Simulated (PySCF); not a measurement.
# C6H8Ge (Ge(CCH)2Me2): the cost of one run

Computed with PySCF 2.14.0, with density-fitted response routines of our own, on a single molecule in the gas phase. Atoms are numbered from 0 throughout.

## 1. The starting structure

15 atoms, charge 0, multiplicity 1; geometry from: GFN2-xTB. The atoms were then displaced at random by about 0.03 Å, so the start is not that level's minimum.

Bonds of the start (Å): Ge0–C1 1.89, Ge0–C4 1.86, Ge0–C7 2.07, Ge0–C11 1.93, C1–C2 1.18, C2–H3 1.08, C4–C5 1.19, C5–H6 1.09, C7–H8 1.01, C7–H9 1.06, C7–H10 1.17, C11–H12 1.17, C11–H13 1.05, C11–H14 1.11.

## 2. Geometry optimisation at PBE0-D3(BJ)/def2-SVP

What the job is given:

```
{"job": {"xc": "PBE0", "basis": "def2-SVP", "d3": "d3bj", "grid": 1, "maxiter": 40, "shake": 0.03, "kind": "geom"}, "charge": 0, "multiplicity": 1}
Ge     0.006880    -0.076720    -0.023840
C     -0.011840    -0.011170     1.869170
C     -0.031270    -0.004360     3.051790
H      0.150190     0.012070     4.120240
C      1.761920    -0.029860    -0.641650
C      2.895270    -0.003420    -1.008980
H      3.936290    -0.030430    -1.330010
C     -0.891390     1.667460    -0.686440
H     -0.917000     1.716010    -1.698710
H     -0.448450     2.526150    -0.247060
H     -2.002930     1.663280    -0.324460
C     -0.938240    -1.639380    -0.649810
H     -2.059260    -1.651700    -0.322050
H     -0.479870    -2.521880    -0.308660
H     -1.003080    -1.692170    -1.755530
```

Run with:

```console
$ OMP_NUM_THREADS=1 python probes_run.py task.json out
```

The driver reads the jobs from task.json and runs them one after another.

Q: Estimate the wall time and peak memory of this first job on 1 thread of Arm Neoverse V1, shared host.

About 71 s, with a peak of 0.6 GiB.
